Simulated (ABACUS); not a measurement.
# Bi2Te3 (Tellurobismuthite) in ABACUS: the effect of basis

Crystal: Bi2Te3 (Tellurobismuthite).

```xyz
5
Lattice="2.2360 1.2910 10.3650 -2.2360 1.2910 10.3650 0.0000 -2.5819 10.3650" Properties=species:S:1:pos:R:3 pbc="T T T"
Bi    0.0000    0.0000   18.6571
Bi    0.0000    0.0000   12.4381
Te    0.0000    0.0000   24.5807
Te    0.0000    0.0000    6.5144
Te    0.0000    0.0000    0.0000
```

The cell isn't the ideal one: volume scaled by 1.06.

Alike in all runs:

* Program: ABACUS 3.10.1
* Task: equation of state
* Functional: PBE
* Potentials or basis: PseudoDojo NC SR 0.4.1 PBE standard
* k mesh: 5 × 5 × 5
* Occupations: fermi-dirac, width 0.05 eV
* Spin: no spin polarisation

```tsv
basis	cutoff	gap on the mesh (eV)	pressure (GPa)	largest force (eV/Å)
DZP	1361 eV	0.36	0.0	0.20
TZDP	1361 eV	0.31	-0.7	0.34
pw	1129 eV	?	?	?
```

Task: What does the run with basis pw give?

Result: gap on the mesh 0.32 eV; pressure -0.9 GPa; largest force 0.35 eV/Å.

Caveats: spin-orbit coupling is left out, which as a rule narrows the gap of such compounds by several tenths of an eV; an odd mesh through Γ misses points on the zone boundary, where band edges often lie; the atomic orbitals were generated for these runs and aren't a published set (some runs); the basis of atomic orbitals isn't converged, which shifts pressures, moduli and gaps (some runs).
